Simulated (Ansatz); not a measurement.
**B4AsN3: the cell at several levels of theory**

Cell and atoms of an ordered 8-atom cell of B4AsN3 on the zincblende lattice (Pmm2) are relaxed in turn with PBE and r2SCAN. This is a trial cell built on a prototype, not taken from a measured structure, and it needn't be the compound's ground state.

Program: Ansatz 0.2.0. PAW datasets, plane waves, zero pressure. The cell comes from a prototype generator: it can be a known phase or a hypothetical one. Spin polarisation is off.

### 1 Starting point

This is the cell as the run starts from it, not yet at rest; its lengths are not the crystal's.

The symmetry is Pmm2 (No. 25, orthorhombic); conventional cell a = 2.612 Å, b = 5.223 Å, c = 3.694 Å, 6.30 Å³ an atom. Around N lie 4 B at 1.60 Å; around B lie 3 N at 1.60 Å and 1 As at 1.60 Å; around B lie 4 N at 1.60 Å; around As lie 4 B at 1.60 Å.

Structure file:

```cif
data_structure
_symmetry_space_group_name_H-M 'Pmm2'
_symmetry_Int_Tables_number 25
_cell_length_a 2.6117
_cell_length_b 5.2235
_cell_length_c 3.6935
_cell_angle_alpha 90.000
_cell_angle_beta 90.000
_cell_angle_gamma 90.000
_cell_volume 50.39
loop_
_atom_site_label
_atom_site_type_symbol
_atom_site_symmetry_multiplicity
_atom_site_Wyckoff_symbol
_atom_site_fract_x
_atom_site_fract_y
_atom_site_fract_z
_atom_site_occupancy
N1 N 2 g 0.00000 0.25000 0.00000 1
B1 B 2 h 0.50000 0.25000 0.75000 1
N2 N 1 c 0.50000 0.00000 0.50000 1
B2 B 1 a 0.00000 0.00000 0.25000 1
As1 As 1 d 0.50000 0.50000 0.50000 1
B3 B 1 b 0.00000 0.50000 0.25000 1
```

### 2 PBE: cell and atoms

input.yaml

```yaml
crystal:
  lattice:
    - [2.6117276134, 0.0, 0.0]
    - [0.0, 5.2234552268, 0.0]
    - [0.0, 0.0, 3.6935406121]
  atoms:
    - { symbol: "N", position: [0.0, 0.25, 0.0] }
    - { symbol: B, position: [0.5, 0.25, 0.75] }
    - { symbol: "N", position: [0.5, 0.0, 0.5] }
    - { symbol: B, position: [0.0, 0.0, 0.25] }
    - { symbol: "N", position: [0.0, 0.75, 0.0] }
    - { symbol: B, position: [0.5, 0.75, 0.75] }
    - { symbol: As, position: [0.5, 0.5, 0.5] }
    - { symbol: B, position: [0.0, 0.5, 0.25] }
kpoints:
  mp_grid: { grid: [8, 4, 6] }
hamiltonian:
  xc: pbe
scf:
  occupations: { method: fermi_dirac, width: 0.02 }
relax:
  f_tol: 0.005
  cell: {}
```

On the command line:

```bash
ansatz run input.yaml --threads 4 --pin off --max-ram 6451MiB --backend cpu --events-out ev --progress --plain --runs-dir out
```

After this run come: r2SCAN: cell and atoms.

Before running it: what results should come out? Wanted: for each run, a; b; c; volume; space group; SCF geometries.

**Answer**, as computed:

| level | a (Å) | b (Å) | c (Å) | volume (Å³/atom) | space group | SCF geometries |
| --- | --- | --- | --- | --- | --- | --- |
| PBE | 2.774 | 5.654 | 3.920 | 7.684 | Pmm2 | 13 |
| r2SCAN | 2.772 | 5.625 | 3.906 | 7.613 | Pmm2 | 6 |

What this shows: From the start to the first minimum the volume moved by +22.0 %. The volume runs from r2SCAN (least) to PBE (most), a spread of 0.9 %, or 0.3 % in length if all axes shared it alike.
